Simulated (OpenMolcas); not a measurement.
**Pd⁴⁺ among point charges: CASSCF and CASPT2 levels and susceptibility**

How does a field of 6 point charges split the states of Pd⁴⁺, and what χT follows?

The numbers are computed with OpenMolcas 26.06 (state-averaged CASSCF and CASPT2, spin-orbit coupling by RASSI with atomic mean-field integrals), except any that are marked as measured or tabulated.

### Step 1. The atom as given

- Species: Pd⁴⁺ (palladium, Z = 46, 42 electrons)
- Basis: ANO-RCC-VDZP [6s5p3d1f], 43 functions
- Scalar Hamiltonian: DKH2, point nucleus
- Inactive shells: 1s 2s 2p 3s 3p 3d 4s 4p
- Active space: 6 electrons in 5 orbitals (4d)
- Some configurations of this space: 4d⁶
- Orbitals: optimised for each spin and parity, averaged over all roots

The outer shells:

4d6
```
4d [↑↓][↑ ][↑ ][↑ ][↑ ]
```

The ion sits among 6 point charges of -0.65 e arranged as a tetragonal octahedron (D4h), 1.85 Å from the ion, with the axial distance 1.943 Å.

Each step is its own input file, run in one work folder so that later steps find the files of earlier ones. Labels, J, g values, rates, χT and fits are worked out afterwards by a script from the matrices that RASSI stores. The input lists half of the charges; inversion (Group=XYZ) makes the rest.

### Step 2. GATEWAY and SEWARD: basis and integrals

The input, a.inp:

```
&GATEWAY
Coord
1

Pd 0.0 0.0 0.0
Basis=ANO-RCC-VDZP
Group=XYZ
NoMove
AngMom=0.0 0.0 0.0
AMFI
XField
3 Angstrom 0
1.850000 0.000000 0.000000 -0.650000
0.000000 1.850000 0.000000 -0.650000
0.000000 0.000000 1.942500 -0.650000
&SEWARD
```

Command:

```
$ OMP_NUM_THREADS=1 MOLCAS_MEM=1689 MOLCAS_PROJECT=a pymolcas a.inp > a.log
```

### Step 3. Reference wave functions, quintets of even parity, 5 roots

The input, a.inp:

```
&RASSCF
FileOrb=start.orb
Symmetry=1
Spin=5
nActEl=6 0 0
Inactive=9 9
Ras2=5 0
CIRoot=5 5 1
SDav=5
CIMx=300
Iter=120 100
PrWF=0.3
OrbListing=Nothing
MaxOrb=0
>>> COPY $Project.JobIph JOB001
```

start.orb holds the contracted functions of the basis, ordered by shell, or the orbitals of the step before.

### Step 4. Reference wave functions, triplets of even parity, 45 roots

The input, a.inp:

```
&RASSCF
FileOrb=start.orb
Symmetry=1
Spin=3
nActEl=6 0 0
Inactive=9 9
Ras2=5 0
CIRoot=45 45 1
SDav=45
CIMx=300
Iter=120 100
PrWF=0.3
OrbListing=Nothing
MaxOrb=0
>>> COPY $Project.JobIph JOB002
```

### Step 5. CASSCF: singlets of even parity, 50 roots

The input, a.inp:

```
&RASSCF
FileOrb=start.orb
Symmetry=1
Spin=1
nActEl=6 0 0
Inactive=9 9
Ras2=5 0
CIRoot=50 50 1
SDav=50
CIMx=300
Iter=120 100
PrWF=0.3
OrbListing=Nothing
MaxOrb=0
>>> COPY $Project.JobIph JOB003
```

### Step 6. State interaction with spin-orbit coupling

The input, a.inp:

```
&RASSI
NrOfJobIphs=3 5 45 50
1 2 3 4 5
1 2 3 4 5 6 7 8 9 10 11 12 13 14 15 16 17 18 19 20 21 22 23 24 25 26 27
28 29 30 31 32 33 34 35 36 37 38 39 40 41 42 43 44 45
1 2 3 4 5 6 7 8 9 10 11 12 13 14 15 16 17 18 19 20 21 22 23 24 25 26 27
28 29 30 31 32 33 34 35 36 37 38 39 40 41 42 43 44 45 46 47 48 49 50
IphNames
JOB001
JOB002
JOB003
EJob
SpinOrbit
DIPRint=1.0
SOCoupling=1000.0
Subsets=2
Property=9
'ANGMOM' 1 'ANGMOM' 2 'ANGMOM' 3 'MLTPL  1' 1 'MLTPL  1' 2 'MLTPL  1' 3
'AMFI' 1 'AMFI' 2 'AMFI' 3
SOProperty=3
'ANGMOM' 1 'ANGMOM' 2 'ANGMOM' 3
```

### Step 7. CASPT2: IPEA 0.25, imaginary shift 0.1 (closed shells correlated: 4s 4p)

The input, a.inp:

```
>>> COPY JOB001 $Project.JobIph
&CASPT2
Multistate=5 1 2 3 4 5
NoMult
Frozen=8 6
IPEA=0.25
Imaginary=0.1
MaxIter=60
WThr=0.0 0.3 0.05
PrWF=0.5
NoMix
>>> COPY JOB002 $Project.JobIph
&CASPT2
Multistate=45 1 2 3 4 5 6 7 8 9 10 11 12 13 14 15 16 17 18 19 20 21 22
23 24 25 26 27 28 29 30 31 32 33 34 35 36 37 38 39 40 41 42 43 44 45
NoMult
Frozen=8 6
IPEA=0.25
Imaginary=0.1
MaxIter=60
WThr=0.0 0.3 0.05
PrWF=0.5
NoMix
>>> COPY JOB003 $Project.JobIph
&CASPT2
Multistate=50 1 2 3 4 5 6 7 8 9 10 11 12 13 14 15 16 17 18 19 20 21 22
23 24 25 26 27 28 29 30 31 32 33 34 35 36 37 38 39 40 41 42 43 44 45 46
47 48 49 50
NoMult
Frozen=8 6
IPEA=0.25
Imaginary=0.1
MaxIter=60
WThr=0.0 0.3 0.05
PrWF=0.5
NoMix
```

(Steps that only read results are left out.)

What does the calculation give? Wanted: spin-free ground state; first state of the same spin within the active space; lowest level; next level.

**Answer**, as computed:

| quantity | value |
| --- | --- |
| method | SS-CASPT2, IPEA 0.25, imaginary shift 0.1 (closed shells correlated: 4s 4p) |
| spin-free ground state | 5E, 2-fold in its orbital part |
| first state of the same spin within the active space | 5B2 at 524 cm⁻¹ |
| lowest level | 1-fold B2 |
| next level | 41.7 cm⁻¹ |
| χT at 300 K | 4.84 cm³ K/mol |
| effective moment at 300 K | 6.22 μB |

Cost by method:

| method | time of its own steps | time with the reference |
| --- | --- | --- |
| A. CASSCF | 19 s | 19 s |
| B. SS-CASPT2, IPEA 0.25, imaginary shift 0.1, +4s 4p | 4.7 s | 23 s |

Times are of one thread on a shared host.

What this shows: The spin-free ground state (5E) comes to 100 % from free-ion D terms and keeps the highest spin of the shell. χT at 300 K is 4.84, against 3.01 cm³ K/mol for the spin alone, so orbital moment adds to it. An active space of the d shell alone favours high spin; real ions in strong fields can be low spin. The field of point charges can differ much from that of real complexes. With metal d orbitals alone active, the gaps between spin states are rough; where two lie within a few thousand cm-1, their order is open. Point charges carry no covalency, so the field is a model and not that of real ligands.
